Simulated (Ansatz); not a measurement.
I need a projected density of states of VH, space group P6_3/mmc. Use Ansatz 0.2.0, Python API. Use: LDA, PAW, the default cutoff (420 eV here), 9×9×4 k-points, cold smearing of 0.1 eV, collinear spin.

Contents of `vh.extxyz`:
```text
4
Lattice="2.7355801 0.0 0.0 -1.36779005 2.36908186 0.0 0.0 0.0 4.935968" Properties=species:S:1:pos:R:3:initial_magmoms:R:1 pbc="T T T"
V     0.00000000    0.00000000    0.00000000  1.50
V     0.00000000    0.00000000    2.46798400  1.50
H     1.36779006    0.78969395    3.70197600  0.00
H    -0.00000001    1.57938791    1.23399200  0.00
```

`pdos_vh.py`
```python
# -*- coding: utf-8 -*-
"""Projected density of states of VH."""

import logging
import sys
import warnings

import ansatz as az
import numpy as np

logging.basicConfig(stream=sys.stdout, format="[%(levelname)s] %(message)s")
log = logging.getLogger("ansatz_job")
log.setLevel(logging.INFO)


def main():
    warnings.simplefilter("ignore", az.DeckWarning)

    structure = az.Crystal.from_extxyz("vh.extxyz")

    base = (
        structure.calculation()
        .spin("collinear")  # two spin channels
        .functional(az.Functional.LDA)
        .occupations(az.OccupationsMethod.COLD, width=100 * az.meV)  # smearing steadies the SCF of a metal
        .kpoints(mesh=(9, 9, 4), center="gamma")  # the mesh must be finer for metals
        .scf(extra_bands=14)
        .density_of_states(projected=True, method="smearing", broadening_width=0.15, energy_step=0.1)  # states per eV and cell
    )
    done = base.run(threads=1)
    rep = done.report

    dos = done.density_of_states()
    energy = np.asarray(dos.energies_ev) - dos.fermi_ev
    curves = {}
    for site in done.projected_density_of_states().sites:
        for shell in site.shells:
            weight = sum(np.sum(curve.g_bin_mean_per_ev, axis=0) for curve in shell.curves)
            name = f"{site.species} {shell.label}"
            curves[name] = curves.get(name, 0) + weight

    step = energy[1] - energy[0]
    windows = [(-8, -4), (-4, 0), (0, 4)]
    print("states by shell in windows of E - E_F (eV):", windows)
    for name, g in curves.items():
        print(f"{name:8s}", " ".join(f"{step * g[(energy >= a) & (energy < b)].sum():8.3f}" for a, b in windows))
    filled = (energy < 0) & (energy > -8)
    for name, g in curves.items():
        if g[filled].sum() * step > 0.5:
            log.info(f"centre of {name}: {np.average(energy[filled], weights=g[filled]):.2f} eV")


if __name__ == "__main__":
    main()
```

```console
$ python pdos_vh.py
RunWarning: the starting moments were not kept: the SCF closed with an absolute magnetisation of 1.4e-4 μB, where they sum to 3 μB in size (2 sites). That is at most 0.1 of that sum. Measured as dr2_m measures the in/out step, that magnetisation stands 6.4e-9 [...]
states by shell in windows of E - E_F (eV): [(-8, -4), (-4, 0), (0, 4)]
V 3S        0.007    0.002    0.003
V 4S        0.337    0.416    0.416
V 3P        0.076    0.031    0.018
V 3D        1.014    7.222   10.326
H 1S        1.902    0.079    0.405
[INFO] centre of V 4S: -4.18 eV
[INFO] centre of V 3D: -2.08 eV
[INFO] centre of H 1S: -6.52 eV
```
(Warnings from the package without file and line, shortened.)

The SCF didn't keep the moments it started from (some shrank, vanished or turned); what is printed is the state reached. The mesh is modest for a metal, so energies can be off by several to tens of meV an atom and pressures by half a GPa or more; differences at equal mesh fare better. This cell is a computed structure, which may not be the phase found in nature. Curves are summed over the cell's atoms. Only shells that the potentials hold have channels, so projections don't add up to the total, least of all where a shell is missing (p of most metals); heights and places of peaks move with the mesh. The density of states is complete only as far up as bands were computed. A band centre counts only the states inside the window taken. The script silences the warnings on its input, which a real study should read. It ran for 6 s on 1 thread of Arm Neoverse V2 (shared host), peak memory 0.4 GiB.

(A comment or docstring line of the script was reworded after the run, the code is as it ran; lines on the test bed's own set-up are left out of the output.)
